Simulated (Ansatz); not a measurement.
# ScPt3: the cost of one run

Computed with Ansatz 0.2.0 through its Python package. Level of theory: DFT PBEsol, plane waves, norm-conserving potentials.

### Step 1. The system

Symmetry: Pm-3m, No. 221, cubic system. Conventional cell: a = 3.958 Å, b = 3.958 Å, c = 3.958 Å, α = 90.00°, β = 90.00°, γ = 90.00°. Around Sc (site symmetry m-3m) lie 12 Pt at 2.80 Å. Pt (site symmetry 4/mmm) has 4 Sc at 2.80 Å and 8 Pt at 2.80 Å as nearest neighbours.

No structure file is read: the coordinates are typed or built in the script.

### Step 2. Script

Input file scpt3.py:

```python
"""How the energy of ScPt3 depends on the smearing."""

import warnings

import ansatz

warnings.simplefilter("ignore", ansatz.DeckWarning)

system = (
    ansatz.Lattice.of((3.958, 0.0, 0.0), (0.0, 3.958, 0.0), (0.0, 0.0, 3.958))
    .atom("Sc", (0.0, 0.0, 0.0))
    .atom("Pt", (0.0, 0.5, 0.5))
    .atom("Pt", (0.5, 0.0, 0.5))
    .atom("Pt", (0.5, 0.5, 0.0))
)

base = (
    system.calculation()
    .functional("PBEsol")
    .pseudopotentials("nc")
    .kpoints(7)  # the mesh must be finer for metals
    .scf(tolerance=1e-08)
)

rows = []
for value in [0.3, 0.2, 0.1, 0.05]:
    rep = base.occupations("cold", width=value).run(threads=1).report
    rows.append((value, rep["free_energy_ev"] / len(rep["lattice"]["sites"]), rep["n_iterations"], rep["n_kpoints"]))

print("  width (eV)   F/atom (eV)    iterations      k-points")
for row in rows:
    print(f"{str(row[0]):>12s}  {row[1]:12.5f}  {row[2]:12d}  {row[3]:12d}")

# differences from the last row
for row in rows[:-1]:
    shift = 1000 * (row[1] - rows[-1][1])
    print(f"{row[0]}: {shift:+.2f} meV/atom" + ("  (within 2 meV)" if abs(shift) < 2 else ""))
```

### Step 3. The input behind the calls

The package turns the script's settings into the engine's input (first run):

```yaml
crystal:
  lattice:
    - [3.958, 0.0, 0.0]
    - [0.0, 3.958, 0.0]
    - [0.0, 0.0, 3.958]
  atoms:
    - { symbol: Sc, position: [0.0, 0.0, 0.0] }
    - { symbol: Pt, position: [0.0, 0.5, 0.5] }
    - { symbol: Pt, position: [0.5, 0.0, 0.5] }
    - { symbol: Pt, position: [0.5, 0.5, 0.0] }
kpoints:
  mp_grid:
    grid: [7, 7, 7]
hamiltonian:
  xc: pbesol
  pseudopotentials:
    kind: nc
scf:
  convergence:
    dr2_threshold: 1.0e-08
  occupations:
    method: cold
    width: 0.3
```

### Step 4. Launch

On the command line:

```bash
$ python scpt3.py
```

What time and memory should one allow on 1 thread of Arm Neoverse V1, shared host?

About 48 s, with a peak of 0.47 GiB.
